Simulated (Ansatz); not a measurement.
**AuH4NS: a ladder of functionals and wavefunction methods**

The task here is to estimate one member of a computed series from the others.

Computed with Ansatz 0.2.0, Gaussian basis. Level: functionals in def2-TZVPP, the program's frozen cores in correlated methods.

The runs, in order: LDA (SPW92), PBE-D4, revPBE-D4, BLYP-D4, r2SCAN-D4, B97M-V, PBE0-D4, B3LYP-D4, r2SCANh-D4, r2SCAN0-D4, HSE06-D4, BHLYP-D4, CAM-B3LYP-D4, LC-ωPBE, ωB97X-V, ωB97M-V, B2PLYP, PBE-QIDH; CCSD(T)/def2-SVP; CCSD(T)/def2-TZVPP; CCSD(T)/def2-QZVPP; extrapolation to the limit; RPA on PBE.

**Structure used throughout**

The geometry comes from an earlier relaxation with PBE0-D4 in a triple-zeta def2 set; it is a stationary point, not always the lowest conformer. Au takes the def2 core potential; no spin-orbit term is included.

SMILES `[NH3+][Au-][SH]`, 7 atoms, charge 0, spin multiplicity 1.

Atoms are counted from 1 here; the program's logs count them from 0.

Bond lengths: N1–Au2 2.126 Å, N1–H4 1.014 Å, N1–H5 1.014 Å, N1–H6 1.014 Å, Au2–S3 2.250 Å, S3–H7 1.345 Å. Angles: Au2–N1–H4 111.2°, Au2–N1–H5 110.6°, Au2–N1–H6 110.9°, H4–N1–H5 108.0°, H4–N1–H6 108.1°, H5–N1–H6 107.9°, N1–Au2–S3 178.3°, Au2–S3–H7 96.7°.

The first run:

Contents of in.yaml:

```yaml
crystal:
  periodic: [false, false, false]
  atoms:
    - {symbol: N, position_ang: [-1.042852, 0.650381, -0.730071]}
    - {symbol: Au, position_ang: [0.342966, -0.357314, 0.528642]}
    - {symbol: S, position_ang: [1.762995, -1.428296, 1.906519]}
    - {symbol: H, position_ang: [-1.756407, 0.015908, -1.071857]}
    - {symbol: H, position_ang: [-0.569475, 1.051025, -1.532644]}
    - {symbol: H, position_ang: [-1.503265, 1.403919, -0.231188]}
    - {symbol: H, position_ang: [2.827339, -1.403722, 1.084798]}
basis:
  gaussian: {orbitals: def2-TZVPP}
hamiltonian: {xc: lda}
output: {orbitals: {seedname: orbitals}}
```

On the command line:

```bash
ansatz run in.yaml --threads 2 --pin off --events-out ev --progress --plain --max-ram 32768MiB --backend cpu
```

Steps of the session up to this table: LDA; PBE-D4 (GGA); revPBE-D4 (GGA); BLYP-D4 (GGA); r2SCAN-D4 (meta-GGA); B97M-V (meta-GGA); B3LYP-D4 (hybrid); r2SCANh-D4 (hybrid); r2SCAN0-D4 (hybrid); HSE06-D4 (hybrid); BHLYP-D4 (hybrid); CAM-B3LYP-D4 (range-separated); LC-ωPBE (range-separated); ωB97X-V (range-separated); ωB97M-V (range-separated); B2PLYP (double hybrid); PBE-QIDH (double hybrid).

One of the session's tables, all rows but one given; the rest of the session is left out.

It belongs to the step «Frontier levels by functional». 

| functional | HOMO (eV) | gap (eV) |
| --- | --- | --- |
| LDA (SPW92) | -4.71 | 3.09 |
| PBE-D4 | -4.54 | 3.02 |
| revPBE-D4 | -4.47 | 3.01 |
| BLYP-D4 | -4.39 | 2.87 |
| r2SCAN-D4 | -4.73 | 3.75 |
| B97M-V | -4.78 | 3.42 |
| PBE0-D4 | -5.65 | 4.93 |
| B3LYP-D4 | -5.44 | 4.40 |
| r2SCANh-D4 | -5.15 | 4.43 |
| r2SCAN0-D4 | -5.79 | 5.44 |
| HSE06-D4 | -5.25 | 4.17 |
| BHLYP-D4 | ? | ? |
| CAM-B3LYP-D4 | -6.93 | 6.97 |
| LC-ωPBE | -8.21 | 9.51 |
| ωB97X-V | -7.90 | 9.01 |
| ωB97M-V | -7.79 | 8.48 |

Q: Estimate the row for BHLYP-D4 from the others.

Worked estimate for «HOMO (eV)». Against the share of exact exchange, BLYP-D4 (0, -4.39), B3LYP-D4 (0.2, -5.44) give a slope of -5.25 per unit share; at 0.5 the line stands at -7.01.

As computed: HOMO (eV): -6.64; gap (eV): 6.52. In «HOMO (eV)» the line misses by -0.37.
